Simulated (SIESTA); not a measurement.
Crystal: Cu5Ge2.

```xyz
7
Lattice="2.0568 1.1875 6.5845 -2.0568 1.1875 6.5845 0.0000 -2.3750 6.5845" Properties=species:S:1:pos:R:3 pbc="T T T"
Ge    0.0000    0.0000   10.0427
Ge    0.0000    0.0000   19.6642
Cu    0.0000    0.0000    7.4809
Cu    0.0000    0.0000   17.2082
Cu    0.0000    0.0000    2.4679
Cu    0.0000    0.0000   14.6393
Cu    0.0000    0.0000    5.0416
```

The cell comes from a database or a generator and needn't be the stable form of this composition.

* Program: SIESTA 5.4.2
* Task: single point
* Functional: PBEsol
* Potentials or basis: PseudoDojo 0.4 standard (PBEsol files)
* Basis: DZP (energy shift 0.003 Ry; two zetas on semicore shells)
* Grid cutoff: 800 Ry
* Energy shift: 0.003 Ry
* k mesh: 8 × 8 × 8
* Occupations: fermi-dirac, width 0.05 eV
* Spin: no spin polarisation

On this cell: pressure -4.7 GPa; largest force 0.172 eV/Å; band gap on the k mesh none (metal or under the smearing width).

The same run follows on a disturbed copy (atoms moved at random, drawn with an rms of 0.05 Å):

```
Ge Cu
1.0
     2.05681    1.18750    6.58450
    -2.05681    1.18750    6.58450
     0.00000   -2.37500    6.58450
Ge Cu
2 5
Direct
  0.49123 0.51827 0.51268
  0.00592 0.98564 0.99325
  0.37910 0.38820 0.37393
  0.85810 0.87539 0.87442
  0.14025 0.11083 0.12628
  0.73360 0.74092 0.74462
  0.27121 0.24147 0.26062
```

Question: What does the disturbed cell give?

Answer: The energy (extrapolated to zero smearing) moves by +8.1 meV/atom; pressure -4.2 GPa; largest force 0.521 eV/Å; band gap on the k mesh none (metal or under the smearing width).

Forces on the atoms (eV/Å):
```
Ge   0.454 -0.012  0.237
Ge  -0.183  0.031 -0.048
Cu   0.177 -0.251  0.031
Cu   0.084  0.045  0.074
Cu  -0.517 -0.036 -0.055
Cu   0.168  0.268  0.056
Cu  -0.182 -0.044 -0.296
```

Stress tensor (GPa, compression positive):
```
-4.26  0.15 -0.14
 0.15 -3.80 -0.05
-0.14 -0.05 -4.64
```

Caveats: short orbitals over semicore shells can move pressures by several GPa; the basis of atomic orbitals isn't converged, which shifts pressures, moduli and gaps.
